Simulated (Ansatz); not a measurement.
# Pt: the cost of one run

Program: Ansatz 0.2.0. Level of theory: DFT r2SCAN, scalar-relativistic, plane waves, PAW. These are calculated values, not measurements.

The COD entry's cell or inner coordinates are ideal or old and differ from later refinements, so a difference from it is no clean test against experiment.

## 1. The structure to begin with

Symmetry: Fm-3m, No. 225, cubic system. Conventional cell: a = 3.916 Å, b = 3.916 Å, c = 3.916 Å, α = 90.00°, β = 90.00°, γ = 90.00°. Around Pt (site symmetry m-3m) lie 12 Pt at 2.77 Å.

Coordinates:

```cif
data_structure
_symmetry_space_group_name_H-M 'P 1'
_symmetry_Int_Tables_number 1
_cell_length_a 2.7689
_cell_length_b 2.7689
_cell_length_c 2.7689
_cell_angle_alpha 60.000
_cell_angle_beta 60.000
_cell_angle_gamma 60.000
_cell_volume 15.01
loop_
_atom_site_label
_atom_site_type_symbol
_atom_site_fract_x
_atom_site_fract_y
_atom_site_fract_z
_atom_site_occupancy
Pt1 Pt 0.00000 0.00000 0.00000 1
```

No relaxation comes first: the listed cell is the starting point.

## 2. The reference cell

The reference gives a free energy of -12536.7933 eV, pressure 5.38 GPa, largest force 0.000 eV/Å and gap on the mesh none (metal). It was computed beforehand with the settings of the runs below.

## 3. Setting up a strain scan

The cell is strained by ε times the Voigt pattern (0, 0, 0, 0, 0, 1) (xx, yy, zz, yz, xz, xy; engineering shear), with fractional coordinates fixed (clamped ions). The stress on the pattern is the sum of the stress components weighted by it, tension positive.

## 4. Point ε = -0.0600

The input, input.yaml:

```yaml
crystal:
  lattice:
    - [-0.058737, 1.9579, 1.9579]
    - [1.9579, -0.058737, 1.9579]
    - [1.899163, 1.899163, 0.0]
  atoms:
    - { symbol: Pt, position: [0.0, 0.0, 0.0] }
basis:
  ecutwfc: 500
kpoints:
  mp_grid: { grid: [20, 20, 20] }
hamiltonian:
  xc: r2scan
scf:
  occupations: { method: gaussian, width: 0.15 }
output:
  forces: true
  stress: true
  eigenvalues: true
```

Command:

```console
> ansatz run input.yaml --threads 1 --pin off --max-ram 2560MiB --backend cpu --events-out ev --progress --plain --runs-dir out
```

Q: Estimate wall time and peak memory on 1 thread of Intel Xeon at 2.50GHz (Skylake/Cascade Lake), shared host.

About 49 s, with a peak of 0.6 GiB.
